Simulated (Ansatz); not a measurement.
# AlCo4 (R-3m) in Ansatz: a series of runs

One crystal, AlCo4, is run at these levels: LDA, r2SCAN, PBE; tasks: relaxation of cell and atoms.

Everything below comes from runs of Ansatz 0.2.0. Logs are shortened: lines on timing, memory, paths and dates and some standing lists are left out, and cuts for length are marked.

## 1. The crystal as given

It takes space group R-3m (No. 166, trigonal). The conventional cell has a = 2.579 Å, b = 2.579 Å, c = 29.923 Å, α = 90.00°, β = 90.00°, γ = 120.00°. Co (site symmetry 3m) is surrounded by 9 Co at 2.45 to 2.58 Å and 3 Al at 2.52 Å. Co (site symmetry 3m) is surrounded by 12 Co at 2.45 to 2.58 Å. Al (site symmetry -3m) is surrounded by 6 Co at 2.52 Å and 6 Al at 2.58 Å.

The cell comes from a database or a generator and needn't be the stable form of this composition.

## 2. Relaxation of cell and atoms, LDA, collinear spin, ferromagnetic start

File input.yaml:

```yaml
crystal:
  lattice:
    - [1.2893368271, 0.7443989642, 9.9743618604]
    - [-1.2893368271, 0.7443989642, 9.9743618604]
    - [0.0, -1.4887979284, 9.9743618604]
  atoms:
    - { symbol: Co, position: [0.401145, 0.401145, 0.401145], spin: 2.0 }
    - { symbol: Co, position: [0.799679, 0.799679, 0.799679], spin: 2.0 }
    - { symbol: Co, position: [0.200321, 0.200321, 0.200321], spin: 2.0 }
    - { symbol: Co, position: [0.598855, 0.598855, 0.598855], spin: 2.0 }
    - { symbol: Al, position: [0.0, 0.0, 0.0] }
hamiltonian:
  xc: lda
  pseudopotentials: { kind: paw }
magnetization:
  spin_polarized: true
kpoints:
  mp_grid: { grid: [12, 12, 12] }
scf:
  occupations: { method: fermi_dirac, width: 0.05 }
output:
  forces: true
  stress: true
  eigenvalues: true
relax:
  f_tol: 0.01
  max_steps: 40
  cell: { stress_tol: 0.05 }
```

Potentials or basis: Ansatz PAW.

Launch:

```sh
ansatz run input.yaml --threads 2 --pin off --max-ram 5632MiB --backend cpu --events-out ev --progress --plain --runs-dir out
```

The log of the run:

```text
Warning: RAYON_NUM_THREADS=2 ignored (pool sized by the plan → 2); use --threads N
basis.fft_grid_basis auto: the FFT boxes are laid along the combinations [[1, 0, -1], [0, 1, -1], [0, 0, 1]] of the cell's own vectors, 2.579, 2.579 and 10.085 Å long. The dense box has 18×18×72 points. Along the cell's own vectors, as sized, it would have 72×72×72, 16.00 times as many. Of the 12 symmetry operations that the crystal satisfies within crystal.symmetry.tolerance (time reversal apart; of a slab, those that keep its plane) the dense box along the cell's own vectors carries 12, and the one as laid loses 8 of those. basis.fft_grid_basis: typed keeps the cell's own vectors: state it where this run's energies or levels are differenced outside the engine with another run's, or held beside a run that keeps those vectors.
Engine: ansatz 0.2.0, x86_64-unknown-linux-gnu
Pseudopotentials: kind: paw
Pseudopotential: Co, paw, valence charge 17, recommended cutoff 420 eV (normal), Co.paw.azcp
Pseudopotential: Al, paw, valence charge 3, recommended cutoff 420 eV (normal), Al.paw.azcp
Functional definition: SPW92
  exchange = slater_x
  correlation = pw_c
Crystal: 5 atoms, lattice volume = 57.439 Å³
Basis set: ecut = 420 eV, 1143 PW (Γ), FFT grids on a1−a3, a2−a3, a3
Bands: 48, of which v1, the nominal top of the filled ones, is band 36 counted from 1 (35 counted from 0)
Symmetry: 12 space group operations
Space group: R-3m (ITA 166), of the structure as read, at distance tolerance 3.9e-5 Å
Magnetic group: BNS 166.97 (UNI 1327), of the structure as read, at distance tolerance 3.9e-5 Å
k-points: 189 of 1728
Non-local potential: Co, projectors of the file, l = 0: 3, l = 1: 2, l = 2: 3, l = 3: 1
Non-local potential: Al, projectors of the file, l = 0: 2, l = 1: 2, l = 2: 1
PAW form: soft (Blöchl's): semilocal exchange-correlation on the pseudo side does not see the compensation charge
PAW frozen core: Co, regenerated for the run's functional, and the local potential with it (the file was generated under x = pbe(κ = 0.804, μ = 0.2195149727645171), c = pbe(β = 0.06672455060314922))
PAW frozen core: Al, regenerated for the run's functional, and the local potential with it (the file was generated under x = pbe(κ = 0.804, μ = 0.2195149727645171), c = pbe(β = 0.06672455060314922))
PAW one-centre angular grid: Co, 590 points (default); XC on 64 Gauss nodes
PAW one-centre angular grid: Al, 110 points (default); XC on 64 Gauss nodes
Initial density: superposition of atomic densities (chi_scale 0.1, normalization cell)
Starting moments: Σ|m| = 8 μB on 4 of 5 sites
Initial wavefunctions: pseudopotential atomic-orbital guess
Functional: x = slater, c = lda
SCF iter   1: F=—  HF=-20762.966961 eV  |F-HF|=—  |Δ(HF+E_count)|=         —  Δρ=7.83e-2 (↑6.10e-2 ↓7.83e-2)  dr2=7.51e0  dr2_m=1.97e-1  M=6.908 μB ∫|m|=7.372 μB  β_m=0.30  ethr=3.10e-3  ⟨swp⟩=6.0  Hψ=65028  notcnv=0  defer=64
Mixer restart at iter 1: flushing history
preconditioner: auto → Kerker (q_TF=auto, 2.826 Å⁻¹)  [metal: Δε(μ)=0.008 eV  Ē_g=8.028 eV  σ=0.050 eV  W_gap=0.04  n_scr=14 (ndim 8)  ℏωp=30.6 eV  f_vac=0.000  D(μ)=3.90/eV (n_scr^D=46)]
spin=Collinear: Kerker preconditioning applied to the charge; magnetization (m = ρ↑ − ρ↓) channel mixes plain (no charge-response kernel on spin).
SCF iter   2: F=—  HF=-20760.786562 eV  |F-HF|=—  |Δ(HF+E_count)|=    2.18e0  Δρ=2.47e-2 (↑1.44e-2 ↓2.47e-2)  dr2=4.75e-1  dr2_m=1.26e-1  M=6.797 μB ∫|m|=7.286 μB  β_m=0.34  ethr=3.10e-3  ⟨swp⟩=2.0  Hψ=30676  notcnv=0  defer=1351
SCF iter   3: F=—  HF=-20761.927181 eV  |F-HF|=—  |Δ(HF+E_count)|=    1.14e0  Δρ=1.77e-2 (↑1.22e-2 ↓1.77e-2)  dr2=2.54e-1  dr2_m=7.50e-2  M=6.561 μB ∫|m|=7.102 μB  β_m=0.62  ethr=6.68e-4  ⟨swp⟩=2.0  Hψ=22562  notcnv=0  defer=1283
SCF iter   4: F=—  HF=-20763.473937 eV  |F-HF|=—  |Δ(HF+E_count)|=         —  Δρ=4.48e-2 (↑1.71e-2 ↓4.48e-2)  dr2=8.75e-1  dr2_m=4.36e-1  M=5.813 μB ∫|m|=6.336 μB  β_m=0.62  ethr=3.58e-4  ⟨swp⟩=2.3  Hψ=26873  notcnv=0  defer=1283
Mixer restart at iter 4: flushing history
SCF iter   5: F=—  HF=-20763.932401 eV  |F-HF|=—  |Δ(HF+E_count)|=   4.58e-1  Δρ=2.31e-2 (↑2.31e-2 ↓1.47e-2)  dr2=2.23e-1  dr2_m=1.69e-1  M=5.635 μB ∫|m|=6.167 μB  β_m=0.78  ethr=3.58e-4  ⟨swp⟩=3.0  Hψ=38503  notcnv=0  defer=1238
SCF iter   6: F=—  HF=-20763.977106 eV  |F-HF|=—  |Δ(HF+E_count)|=   4.47e-2  Δρ=2.26e-2 (↑1.39e-2 ↓2.26e-2)  dr2=6.71e-1  dr2_m=1.23e-2  M=5.578 μB ∫|m|=6.115 μB  β_m=0.69  ethr=3.14e-4  ⟨swp⟩=2.6  Hψ=37732  notcnv=0  defer=1280
SCF iter   7: F=—  HF=-20763.886699 eV  |F-HF|=—  |Δ(HF+E_count)|=   9.04e-2  Δρ=3.19e-3 (↑2.88e-3 ↓3.19e-3)  dr2=5.69e-2  dr2_m=8.94e-4  M=5.524 μB ∫|m|=6.061 μB  β_m=0.78  ethr=3.14e-4  ⟨swp⟩=2.5  Hψ=29416  notcnv=0  defer=1282
SCF iter   8: F=—  HF=-20763.889123 eV  |F-HF|=—  |Δ(HF+E_count)|=   2.42e-3  Δρ=5.22e-3 (↑3.89e-3 ↓5.22e-3)  dr2=2.39e-2  dr2_m=6.55e-4  M=5.571 μB ∫|m|=6.107 μB  β_m=0.63  ethr=8.02e-5  ⟨swp⟩=2.1  Hψ=29957  notcnv=0  defer=1257
[... 160 lines left out ...]
relax step   9: F+E_penalty+E_count = -20764.12950685 eV  Δ(F+E_penalty+E_count) = +6.913e-5 eV  max|allowed force component| = 1.648e-3 eV/Å  Δτ_max = 0.0000 Å  P = +0.003 GPa  Ω = 52.540 Å³  stress off target by 1.39e-2 GPa  SCF on the basis re-selected at this cell (its energy is not comparable with the rows above)  (13 SCF iters)
basis re-selected at this cell: Δ(F+E_penalty+E_count) = +6.913e-5 eV, ΔP = -0.004 GPa vs the last step (what re-selecting the basis moved, of the pressure what is left beyond the Pulay correction that the steps carried, after the strain that the cell walked since its last selection, with what the two solves' SCF thresholds leave and, on support functions, any second-order correction that the steps lacked; it is no measure of the basis error at this ecutwfc). This SCF's stress stands 1.39e-2 GPa from its target on what of the cell is left free (relax.cell.stress_tol is 5.00e-2 GPa) and its largest allowed force component is 1.65e-3 eV/Å (relax.f_tol is 1.00e-2 eV/Å): within both
SCF converged after 13 iterations
Magnetization: 4.5630 μB (37.7815 up, 33.2185 down)
Absolute magnetization: 5.0041 μB (∫|ρ↑−ρ↓|, with the PAW one-centre terms)
Spin contamination: 0.0681 ħ² per cell (⟨S²⟩ above its minimum at these occupations)
Per-site moments (μB) at R_I (Å): [(0.8633057365668843, 0.9912009379293423), (1.5196214958804155, 0.9912009379293423), (1.5196214958804173, 0.9912009379293434), (0.8633057365668837, 0.9912009379293434), (-0.040159200991196284, 1.0042223860388502)]
Free energy (F): -20764.129507 eV
Harris-Foulkes:  -20764.129507 eV  (|F-HF|=3.64e-12)
Internal energy: -20764.077114 eV  (E = F + TS)
E sigma→0 (E₀):  -20764.103310 eV
Entropy (-TS):   -0.052393 eV (-10.479 meV/atom)
Fermi energy:    17.749962 eV
--- Per-component energies (eV) ---
  E_band       = -987.661924
  E_kinetic    = 1852.981342
  E_local      = -15548.819184  (includes V_loc(G=0)·N_el)
  E_nonlocal   = 1848.795477
  E_hartree    = 6838.253116
  E_xc         = -674.910081
  E_vxc        = -854.299445  (∫ρ·V_xc dr)
  E_paw        = -6254.398608  (= ΣΔE_a)
  E_vpaw       = -1962.826303  (= ΣTr[D̂ρ^β])
  E_aug_tail   = 0.000119  (compensation charges beyond the density's cutoff)
  E_ewald      = -8827.708014
  E_core_change = 1.728719  (= ΣΔE_core)
  E_smearing   = -0.052393  (= −TS)
  E_closure    = -0.000000  (closes the sum)
  Σ components = -20764.129507   (vs F -20764.129507, Δ=0.00e0)
--- Forces (eV/Å), atoms counted from 1 ---
  atom   1  Co     0.00000000    -0.00000000     0.00164754
  atom   2  Co     0.00000000     0.00000000    -0.00021908
  atom   3  Co     0.00000000    -0.00000000     0.00021908
  atom   4  Co     0.00000000     0.00000000    -0.00164754
  atom   5  Al     0.00000000     0.00000000    -0.00000000
  max |Σ_I F_I| component: 2.31e-18 eV/Å
--- Stress (GPa, compression-positive) ---
       -0.002812      -0.000000      -0.000000
       -0.000000      -0.002812      -0.000000
       -0.000000      -0.000000       0.013935
  P = ⅓ Tr σ = 0.0028 GPa (0.028 kbar)
--- Band table (eV; the first three rows and the last of 378) ---
  k-point 0 ↑: bands = ["-77.4475", "-77.4064", "-76.8782", "-76.8781", "-41.2215", "-41.0150", "-40.9727", "-40.9727", "-40.9375", "-40.9375", "-40.4794", "-40.4714", "-40.4627", "-40.4627", "-40.4626", "-40.4626", "6.4100", "9.3041", "9.6675", "12.2379", "12.6605", "14.8378", "15.0613", "15.0613", "15.1173", "15.1173", "15.2850", "15.4685", "15.5019", "15.5019", "15.6043", "15.6043", "16.3822", "16.3822", "16.4257", "16.5127", "16.5127", "16.9643", "16.9643", "17.3045", "17.3045", "23.1369", "26.7890", "33.3507", "33.3507", "33.7705", "35.4661", "36.5723"]
  k-point 1 ↑: bands = ["-77.4445", "-77.4047", "-76.8759", "-76.8758", "-41.2162", "-41.0251", "-40.9789", "-40.9775", "-40.9537", "-40.9406", "-40.4800", "-40.4795", "-40.4759", "-40.4693", "-40.4665", "-40.4665", "6.6251", "9.5171", "9.9111", "12.4055", "12.8271", "14.7493", "14.9529", "15.0292", "15.1235", "15.1693", "15.1832", "15.3641", "15.4195", "15.5912", "15.6479", "15.7006", "15.9221", "16.2966", "16.3090", "16.5521", "16.6225", "16.9674", "17.3113", "17.3340", "17.8315", "23.4025", "26.8681", "31.0427", "32.6334", "33.6317", "35.5979", "36.2813"]
  k-point 2 ↑: bands = ["-77.4361", "-77.4000", "-76.8695", "-76.8695", "-41.2025", "-41.0610", "-40.9994", "-40.9905", "-40.9854", "-40.9492", "-40.5224", "-40.5218", "-40.4772", "-40.4771", "-40.4716", "-40.4671", "7.2601", "10.1342", "10.5973", "12.8533", "13.2306", "14.4768", "14.5517", "14.7437", "14.8562", "15.2282", "15.3089", "15.4207", "15.4677", "15.4929", "15.7574", "15.7899", "15.9642", "16.0976", "16.3141", "16.5874", "16.6624", "16.9770", "17.3290", "18.0926", "18.6852", "24.1287", "27.1239", "27.6713", "31.4646", "32.9493", "33.3877", "34.4372"]
  k-point 188 ↓: bands = ["-75.8662", "-75.8658", "-75.6611", "-75.6183", "-39.7090", "-39.6764", "-39.4381", "-39.4158", "-39.4158", "-39.4155", "-39.4155", "-39.2430", "-39.2258", "-39.2258", "-39.1888", "-39.1888", "6.3962", "8.8863", "11.2335", "11.3380", "13.3525", "15.1600", "16.2468", "16.3478", "16.3478", "16.3517", "16.3517", "16.5397", "16.5397", "16.5931", "16.6045", "16.6045", "17.3305", "17.5913", "17.5913", "17.7922", "17.7922", "18.0318", "18.0318", "18.6555", "18.6555", "22.4878", "29.4236", "31.0190", "33.2932", "33.2932", "36.5359", "36.5359"]
--- Relaxed structure (7 steps of the walk, 7 accepted, 2 SCFs on fresh bases) ---
  F+E_penalty+E_count = -20764.12950685 eV   max|allowed force component| = 1.648e-3 eV/Å   (the final SCF, on the basis selected at the relaxed cell)
  cell:  # Å, volume = 52.5399 Å³
    - [1.250706939624443, 0.7220959882695066, 9.695886405496388]
    - [-1.250706939624443, 0.7220959882695066, 9.695886405496388]
    - [9.239379086253384e-34, -1.44419197653901, 9.695886405496388]
  atoms:
    - { symbol: Co, position: [0.4007105561964787, 0.4007105561964787, 0.4007105561964788] }
    - { symbol: Co, position: [0.8000682050993809, 0.8000682050993809, 0.800068205099381] }
    - { symbol: Co, position: [0.19993179490061921, 0.19993179490061921, 0.19993179490061924] }
    - { symbol: Co, position: [0.5992894438035214, 0.5992894438035214, 0.5992894438035214] }
    - { symbol: Al, position: [-1.086989010083834e-21, -1.0869890100837619e-21, -1.0869890100838377e-21] }
```

Wall time 4.5 min (2 threads of AMD EPYC 7R13 (Zen 3), shared host); peak memory 1 GiB.

Results:

```
Free energy                            : -20764.1295 eV
Relaxed volume                         : 10.51 Å³/atom
Relaxed cell                           : a = 9.803 Å, b = 9.803 Å, c = 9.803 Å, α = 14.66°, β = 14.66°, γ = 14.66°
Space group after relaxing (to 0.05 Å) : R-3m (No. 166)
Energy gained by relaxing              : 48.9 meV/atom
Ionic steps                            : 9
Pressure after relaxing                : 0.0 GPa
Band gap on the k mesh                 : none (metal or under the smearing width)
Net moment                             : 4.56 μB per cell
Absolute moment                        : 5.00 μB per cell
Site moments                           : Co +0.86, +1.52; Al -0.04 μB
```

The path:
```
step  energy change (eV)  largest force (eV/Å)  volume (Å³)
   1              0.0000                0.1715        57.44
   2             -0.1947                0.0410        54.73
   3             -0.2474                0.1052        52.48
   4             -0.2487                0.0132        52.54
   5             -0.2487                0.0084        52.60
   6             -0.2487                0.0010        52.59
   7             -0.2444                0.0011        52.59
   8             -0.2445                0.0018        52.54
   9             -0.2444                0.0016        52.54
```

Final structure:
```
CELL_PARAMETERS angstrom
1.25071 0.72210 9.69589
-1.25071 0.72210 9.69589
0.00000 -1.44419 9.69589
ATOMIC_POSITIONS crystal
Co 0.40071 0.40071 0.40071
Co 0.80007 0.80007 0.80007
Co 0.19993 0.19993 0.19993
Co 0.59929 0.59929 0.59929
Al 0.00000 0.00000 0.00000
```

Levels at points of the mesh, in eV from the Fermi level:
Spin up:
| k point | band 36 | band 37 | band 38 | band 39 | band 40 | band 41 |
| --- | --- | --- | --- | --- | --- | --- |
| (0.00, 0.00, 0.00) | -1.24 | -1.24 | -0.79 | -0.79 | -0.45 | -0.45 |
| (0.00, 0.00, -0.50) | -0.13 | -0.11 | -0.01 | 1.14 | 2.14 | 2.16 |
| (0.00, -0.50, -0.50) | -0.13 | -0.11 | 0.14 | 1.13 | 1.28 | 2.65 |
| (-0.50, -0.50, -0.50) | -1.25 | -0.76 | -0.76 | -0.58 | -0.46 | -0.46 |
Spin down:
```tsv
k point	band 31	band 32	band 33	band 34	band 35	band 36
(0.00, 0.00, 0.00)	-1.14	-1.14	-0.94	-0.14	-0.14	0.03
(0.00, 0.00, -0.50)	-0.44	-0.03	0.76	0.79	0.85	0.89
(0.00, -0.50, -0.50)	-0.07	0.42	0.81	0.85	0.89	0.93
(-0.50, -0.50, -0.50)	-1.15	-1.15	-0.42	-0.16	-0.16	0.04
```

Caveat: the plane-wave basis is chosen anew once the cell has moved, so the energies of steps on either side of that aren't comparable; the PAW data sets come from PBE, with cores solved anew for the run's functional, which leaves a small shift of forces and pressure.

(Part 1 of 2 ends here.)
